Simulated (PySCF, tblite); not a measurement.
**C₄H₂N₂O: geometry, infrared bands, NMR shifts and spin-spin couplings**

What infrared bands, NMR shifts and spin-spin couplings should C₄H₂N₂O (`C#Cc1ncon1`) show?

Programs: tblite 0.8.0 and PySCF 2.14.0, with density-fitted response routines of our own. Each step states its level of theory. These are calculated values for one molecule in the gas phase, unless marked as measured. Atoms count from 0, in the outputs and in this text.

**1. The starting structure**

9 atoms, charge 0, multiplicity 1; geometry from: force field or distance geometry start.

Bonds of the start (Å): C0–C1 1.22, C1–C2 1.40, C2–N3 1.38, N3–C4 1.31, C4–O5 1.36, O5–N6 1.41, N6–C2 1.34, C0–H7 1.06, C4–H8 1.07.

**2. Optimising the geometry with GFN2-xTB**

What the job is given:

```
{"job": {"kind": "relax", "xc": "GFN2-xTB", "basis": "xTB"}, "charge": 0, "multiplicity": 1}
C      2.598600    -0.269200     0.658000
C      1.424300    -0.204600     0.345300
C      0.066600    -0.141600    -0.000200
N     -0.629100     1.048600    -0.047900
C     -1.817400     0.627800    -0.401800
O     -1.912500    -0.714800    -0.604900
N     -0.633800    -1.230700    -0.330200
H      3.625100    -0.312500     0.932400
H     -2.708300     1.203000    -0.576000
```

Command:

```
$ OMP_NUM_THREADS=1 python probes_run.py task.json out
```

This one command runs all jobs of the session in turn.

**Question.** This job is followed by: GFN2-xTB harmonic vibrations, gas phase; GIAO PBE0/pcSseg-1 NMR shielding, non-relativistic, gas phase; B3LYP/pcJ-1 indirect spin-spin coupling, non-relativistic, gas phase. Predict these results of the whole session: strongest single infrared mode (GFN2-xTB); zero-point energy (GFN2-xTB); ¹³C shifts against TMS (PBE0/pcSseg-1); ¹H shifts against TMS (PBE0/pcSseg-1); ¹⁵N shifts against NH3 (PBE0/pcSseg-1); ¹⁷O shifts against H2O (PBE0/pcSseg-1); largest coupling of the table (B3LYP/pcJ-1).

The runs gave:

| quantity | value |
| --- | --- |
| strongest single infrared mode (GFN2-xTB) | 1536 cm⁻¹, 126 km/mol |
| zero-point energy (GFN2-xTB) | 33.8 kcal/mol |
| ¹³C shifts against TMS (PBE0/pcSseg-1) | 171.4, 160.1, 95.3, 76.2 ppm |
| ¹H shifts against TMS (PBE0/pcSseg-1) | 8.68, 3.04 ppm |
| ¹⁵N shifts against NH3 (PBE0/pcSseg-1) | 418.2, 295.2 ppm |
| ¹⁷O shifts against H2O (PBE0/pcSseg-1) | 423.6 ppm |
| largest coupling of the table (B3LYP/pcJ-1) | ¹J(C,H) C0–H7, 273.0 Hz |

The optimisation took 22 steps and gained 0.147 eV; among the close pairs (by a distance rule), O5–N6 changed most, from 1.406 to 1.354 Å. All 21 modes are real, so the xTB geometry is a minimum. The strongest single mode, at 1536 cm⁻¹, is spread over several atoms, C4, N3, C2 among them. Unscaled tight-binding wavenumbers are off by several per cent, some by more. Its intensities can rank the bands wrongly. At PBE0/pcSseg-1: Shielding is most anisotropic at N6 (span 494 ppm, paramagnetic term -474 ppm). NICS(1)zz of -29 ppm above the planar ring from C2 marks a diatropic (aromatic) ring current. In the run at B3LYP/pcJ-1, the largest coupling of the table is C0–H7, 273.0 Hz, of which the Fermi-contact term gives 273.5 Hz.
